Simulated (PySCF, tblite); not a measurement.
# C6H8O: dynamics, then NMR shifts on frames, part 2 of 2

tblite 0.8.0 and PySCF 2.14.0. Atoms count from 0.

## Step 5: Shielding tensors: 625 fs, PBE0/pcSseg-1

What the job is given:

```
{"job": {"kind": "nmr", "xc": "PBE0", "basis": "pcSseg-1", "pop": false}, "charge": 0, "multiplicity": 1}
O      0.066600     2.708400     0.177400
C      1.200400     2.349500    -0.087400
C      1.545600     0.921900    -0.095400
C      0.662700    -0.126800     0.043600
C     -0.782800    -0.018000    -0.010700
C     -1.630900    -1.005800     0.844800
C     -1.491900    -1.276100    -0.599400
H      2.083900     3.009700    -0.463900
H      2.621400     0.797200    -0.043100
H      1.051300    -1.123000     0.022300
H     -1.241500     0.983700    -0.195700
H     -2.599900    -0.659400     1.196200
H     -1.076200    -1.652100     1.528300
H     -0.842800    -2.075200    -0.933800
H     -2.320900    -1.251500    -1.294700
```

With the program's defaults for keys left out, this is: GIAO PBE0/pcSseg-1 NMR shielding, non-relativistic, gas phase.

The log of the run:

```text
coarse grid: 12568 points
cycle   1  E = -308.0240845648  dE =  9.757e-01  |g| = 7.749e-01  |ddm| = 3.427e+00
cycle   2  E = -307.5443587429  dE =  4.797e-01  |g| = 1.711e+00  |ddm| = 2.492e+00
cycle   3  E = -308.1454303290  dE = -6.011e-01  |g| = 1.420e-01  |ddm| = 1.998e+00
cycle   4  E = -308.1495302608  dE = -4.100e-03  |g| = 7.096e-02  |ddm| = 1.787e-01
cycle   5  E = -308.1507259976  dE = -1.196e-03  |g| = 1.084e-02  |ddm| = 6.264e-02
cycle   6  E = -308.1507467880  dE = -2.079e-05  |g| = 5.148e-03  |ddm| = 9.359e-03
cycle   7  E = -308.1507523026  dE = -5.515e-06  |g| = 1.933e-03  |ddm| = 5.435e-03
final grid: 121432 points
cycle   8  E = -308.2036543477  dE = -1.345e-05  |g| = 1.357e-02  |ddm| = 3.267e-02
cycle   9  E = -308.2035504746  dE =  1.039e-04  |g| = 2.628e-02  |ddm| = 3.068e-02
cycle  10  E = -308.2036936671  dE = -1.432e-04  |g| = 2.579e-03  |ddm| = 2.144e-02
cycle  11  E = -308.2036951040  dE = -1.437e-06  |g| = 3.725e-04  |ddm| = 2.316e-03
cycle  12  E = -308.2036951294  dE = -2.539e-08  |g| = 2.328e-04  |ddm| = 5.650e-04
cycle  13  E = -308.2036951425  dE = -1.316e-08  |g| = 4.269e-05  |ddm| = 1.924e-04
cycle  14  E = -308.2036951429  dE = -3.970e-10  |g| = 1.096e-05  |ddm| = 4.043e-05
converged SCF energy = -308.2036951429

GIAO shielding tensors (ppm)
atom      isotropic    diamagn.    paramagn.     s11        s22        s33       span
  0 O     -335.725     405.422    -741.147   -939.174   -412.650    344.649   1283.823
  1 C      -11.944     249.810    -261.754   -106.792    -16.819     87.781    194.573
  2 C       49.075     258.215    -209.140    -59.251     67.831    138.645    197.896
  3 C       17.078     253.584    -236.505   -109.281     20.766    139.750    249.030
  4 C      165.277     247.279     -82.002    109.506    159.447    226.878    117.372
  5 C      169.421     252.826     -83.405    143.636    176.499    188.126     44.490
  6 C      164.884     253.899     -89.015    125.772    177.785    191.095     65.323
  7 H       20.773      24.824      -4.052     18.930     19.451     23.937      5.006
  8 H       25.481      32.250      -6.769     21.934     25.667     28.844      6.910
  9 H       25.910      33.047      -7.137     21.341     24.184     32.206     10.865
 10 H       26.814      30.781      -3.967     18.904     25.550     35.987     17.083
 11 H       29.947      30.072      -0.125     24.924     25.980     38.936     14.012
 12 H       30.445      30.783      -0.338     25.107     27.504     38.724     13.617
 13 H       31.235      32.255      -1.020     25.761     28.667     39.277     13.517
 14 H       30.106      30.643      -0.537     25.048     26.578     38.693     13.645
```

Run time: 78 s. Hardware: 1 thread of Intel Xeon at 2.50GHz, shared host; peak memory 0.81 GiB.

This run: δ C1 198.9, C3 169.8, C2 137.9, C6 22.0, H7 10.94, H8 6.24 ppm.

## Step 6: Shielding tensors: 800 fs, PBE0/pcSseg-1

What the job is given:

```
{"job": {"kind": "nmr", "xc": "PBE0", "basis": "pcSseg-1", "pop": false}, "charge": 0, "multiplicity": 1}
O     -0.033300     2.435400     0.940100
C      1.078900     2.087700     0.680200
C      1.570500     0.871400     0.116800
C      0.814000    -0.145800    -0.260300
C     -0.614100    -0.203500    -0.131100
C     -1.279800    -1.420400     0.497100
C     -1.332700    -1.333400    -0.940200
H      1.892900     2.962800     0.883800
H      2.632900     0.844500    -0.110200
H      1.292000    -0.961600    -0.759500
H     -1.129600     0.742000     0.043300
H     -2.204700    -1.238700     1.027300
H     -0.746400    -2.131900     1.104000
H     -0.555600    -1.888700    -1.529300
H     -2.242200    -1.097900    -1.484700
```

Level: GIAO PBE0/pcSseg-1 NMR shielding, non-relativistic, gas phase.

The log of the run:

```text
coarse grid: 12568 points
cycle   1  E = -308.0261574498  dE =  1.204e+00  |g| = 7.687e-01  |ddm| = 3.496e+00
cycle   2  E = -307.6309399232  dE =  3.952e-01  |g| = 1.597e+00  |ddm| = 2.554e+00
cycle   3  E = -308.1428281149  dE = -5.119e-01  |g| = 1.539e-01  |ddm| = 2.032e+00
cycle   4  E = -308.1479836627  dE = -5.156e-03  |g| = 6.262e-02  |ddm| = 1.953e-01
cycle   5  E = -308.1489295593  dE = -9.459e-04  |g| = 9.217e-03  |ddm| = 6.115e-02
cycle   6  E = -308.1489429482  dE = -1.339e-05  |g| = 5.358e-03  |ddm| = 1.273e-02
cycle   7  E = -308.1489499492  dE = -7.001e-06  |g| = 1.282e-03  |ddm| = 5.374e-03
final grid: 121432 points
cycle   8  E = -308.2006464528  dE = -1.922e-05  |g| = 1.203e-02  |ddm| = 3.556e-02
cycle   9  E = -308.2005741110  dE =  7.234e-05  |g| = 2.287e-02  |ddm| = 2.754e-02
cycle  10  E = -308.2006756407  dE = -1.015e-04  |g| = 2.281e-03  |ddm| = 1.952e-02
cycle  11  E = -308.2006767782  dE = -1.137e-06  |g| = 1.875e-04  |ddm| = 2.034e-03
cycle  12  E = -308.2006767829  dE = -4.702e-09  |g| = 1.353e-04  |ddm| = 3.536e-04
cycle  13  E = -308.2006767874  dE = -4.530e-09  |g| = 3.076e-05  |ddm| = 1.430e-04
cycle  14  E = -308.2006767876  dE = -1.928e-10  |g| = 1.238e-05  |ddm| = 2.948e-05
converged SCF energy = -308.2006767876

GIAO shielding tensors (ppm)
atom      isotropic    diamagn.    paramagn.     s11        s22        s33       span
  0 O     -320.740     406.435    -727.174   -938.438   -364.439    340.658   1279.096
  1 C       -4.664     241.642    -246.305    -88.999     -9.720     84.728    173.728
  2 C       62.707     258.209    -195.502    -43.797     87.971    143.947    187.744
  3 C       22.368     254.802    -232.434    -97.305     23.449    140.960    238.265
  4 C      172.187     248.709     -76.522    117.148    164.186    235.226    118.078
  5 C      169.198     251.196     -81.998    141.214    181.611    184.769     43.554
  6 C      163.146     256.203     -93.057    125.611    170.677    193.151     67.541
  7 H       20.655      22.926      -2.271     16.707     20.097     25.160      8.453
  8 H       25.533      31.384      -5.851     21.955     24.884     29.761      7.806
  9 H       26.090      33.062      -6.972     22.419     23.750     32.102      9.683
 10 H       27.590      31.895      -4.305     19.092     26.219     37.460     18.368
 11 H       30.393      30.601      -0.208     25.365     26.351     39.462     14.097
 12 H       30.403      31.129      -0.726     25.603     27.414     38.190     12.587
 13 H       30.315      30.912      -0.596     24.810     27.891     38.245     13.435
 14 H       29.823      30.662      -0.839     24.646     26.345     38.478     13.832
```

It took 89 s on 1 thread of Intel Xeon at 2.50GHz, shared host; peak memory 0.81 GiB.

Key values: δ C1 191.6, C3 164.6, C2 124.2, C6 23.8, H7 11.06, H8 6.18 ppm.

## Step 7: NMR shieldings: 1000 fs, PBE0/pcSseg-1

What the job is given:

```
{"job": {"kind": "nmr", "xc": "PBE0", "basis": "pcSseg-1", "pop": false}, "charge": 0, "multiplicity": 1}
O      0.275700     2.324000     1.309500
C      1.360400     2.109300     0.864400
C      1.740000     0.973200     0.032000
C      0.896400     0.007900    -0.320100
C     -0.506100    -0.289900     0.144800
C     -0.878100    -1.741300     0.084600
C     -1.410400    -0.828700    -0.941600
H      2.155300     2.876900     0.967100
H      2.801100     0.969800    -0.280500
H      1.263200    -0.745900    -1.022500
H     -0.820400     0.379300     0.954600
H     -1.550700    -1.975700     0.910000
H     -0.132400    -2.421800    -0.078200
H     -0.955200    -0.700700    -1.891100
H     -2.434400    -0.441900    -0.987700
```

Method: GIAO PBE0/pcSseg-1 NMR shielding, non-relativistic, gas phase.

The log of the run:

```text
coarse grid: 12568 points
cycle   1  E = -308.0298028637  dE =  1.182e+00  |g| = 7.618e-01  |ddm| = 3.473e+00
cycle   2  E = -307.6647992033  dE =  3.650e-01  |g| = 1.551e+00  |ddm| = 2.446e+00
cycle   3  E = -308.1451282716  dE = -4.803e-01  |g| = 1.468e-01  |ddm| = 1.925e+00
cycle   4  E = -308.1498121934  dE = -4.684e-03  |g| = 5.890e-02  |ddm| = 1.761e-01
cycle   5  E = -308.1506367994  dE = -8.246e-04  |g| = 8.421e-03  |ddm| = 5.435e-02
cycle   6  E = -308.1506501353  dE = -1.334e-05  |g| = 3.389e-03  |ddm| = 7.339e-03
cycle   7  E = -308.1506525139  dE = -2.379e-06  |g| = 1.077e-03  |ddm| = 3.719e-03
final grid: 121432 points
cycle   8  E = -308.2040180801  dE = -2.356e-05  |g| = 1.233e-02  |ddm| = 3.672e-02
cycle   9  E = -308.2039466329  dE =  7.145e-05  |g| = 2.277e-02  |ddm| = 2.701e-02
cycle  10  E = -308.2040495034  dE = -1.029e-04  |g| = 2.384e-03  |ddm| = 1.903e-02
cycle  11  E = -308.2040507182  dE = -1.215e-06  |g| = 2.929e-04  |ddm| = 2.191e-03
cycle  12  E = -308.2040507319  dE = -1.363e-08  |g| = 1.957e-04  |ddm| = 4.869e-04
cycle  13  E = -308.2040507413  dE = -9.458e-09  |g| = 3.962e-05  |ddm| = 1.777e-04
cycle  14  E = -308.2040507416  dE = -3.363e-10  |g| = 1.163e-05  |ddm| = 3.622e-05
converged SCF energy = -308.2040507416

GIAO shielding tensors (ppm)
atom      isotropic    diamagn.    paramagn.     s11        s22        s33       span
  0 O     -307.654     407.204    -714.858   -908.476   -381.629    367.142   1275.618
  1 C       -4.387     244.164    -248.551    -88.863    -18.911     94.613    183.476
  2 C       58.522     259.793    -201.271    -47.144     83.596    139.113    186.257
  3 C       15.043     256.272    -241.230   -102.129     17.874    129.383    231.512
  4 C      164.873     248.446     -83.572    106.547    166.377    221.696    115.148
  5 C      178.536     255.054     -76.518    152.217    178.390    205.002     52.785
  6 C      178.233     255.577     -77.343    148.112    179.144    207.445     59.333
  7 H       21.828      25.598      -3.770     19.423     21.360     24.702      5.279
  8 H       25.082      31.200      -6.118     21.920     24.662     28.664      6.744
  9 H       26.328      33.036      -6.709     22.042     24.118     32.824     10.783
 10 H       26.940      32.205      -5.265     18.664     26.078     36.078     17.414
 11 H       30.518      30.479       0.039     24.554     26.544     40.457     15.903
 12 H       32.582      33.732      -1.151     26.978     29.308     41.459     14.481
 13 H       31.798      32.911      -1.113     25.668     29.232     40.495     14.827
 14 H       30.013      30.496      -0.483     24.627     25.877     39.535     14.909
```

It took 89 s on 1 thread of Intel Xeon at 2.50GHz, shared host; peak memory 0.81 GiB.

Key values: δ C1 191.3, C3 171.9, C2 128.4, C4 22.1, H7 9.89, H8 6.64 ppm.

## Step 8: Run by run: NMR shifts

Shifts (ppm) of some atoms, chosen among heavy atoms and hydrogens apart, with basis size and wall time:

```csv
frame,C1,C3,C2,C6,H13,H12,O0,functions,time
250 fs,202.7,178.2,134.1,10.5,0.62,-0.78,728.0,159,71 s
425 fs,192.2,170.7,125.1,15.8,1.14,1.26,641.6,159,71 s
625 fs,198.9,169.8,137.9,22.0,0.48,1.27,671.8,159,78 s
800 fs,191.6,164.6,124.2,23.8,1.40,1.31,656.8,159,89 s
1000 fs,191.3,171.9,128.4,8.7,-0.08,-0.86,643.7,159,89 s
```

## Step 9: Results

This closing draws on all 2 parts.

```
                                      quantity                                                 value
                                    thermostat                                                 200 K
                 mean temperature, second half                                                 212 K
       mean potential energy above the minimum                                               0.36 eV
¹³C shifts against TMS (PBE0/pcSseg-1, 250 fs)              202.7, 178.2, 134.1, 18.2, 10.5, 9.9 ppm
 ¹H shifts against TMS (PBE0/pcSseg-1, 250 fs)  10.30, 6.67, 6.28, 3.49, 1.43, 1.29, 0.62, -0.78 ppm
¹⁷O shifts against H2O (PBE0/pcSseg-1, 250 fs)                                             728.0 ppm
                      range of the shift of O0                                    641.6 to 728.0 ppm
```

What this shows: In the second half the potential energy averages 0.36 eV above the minimum; equipartition over 39 harmonic modes at 200 K would give 0.34 eV. With 15 atoms the temperature swings widely (93 to 278 K). Shifts at one fixed geometry are not the observed spectrum, which averages over the motion. In the first frame run (250 fs): The largest span, 1463 ppm, is at O0, where the paramagnetic term is -798 ppm. In ppm, O0 moves most: its shift spreads over 86.4 ppm, from 641.6 (425 fs) to 728.0 (250 fs).
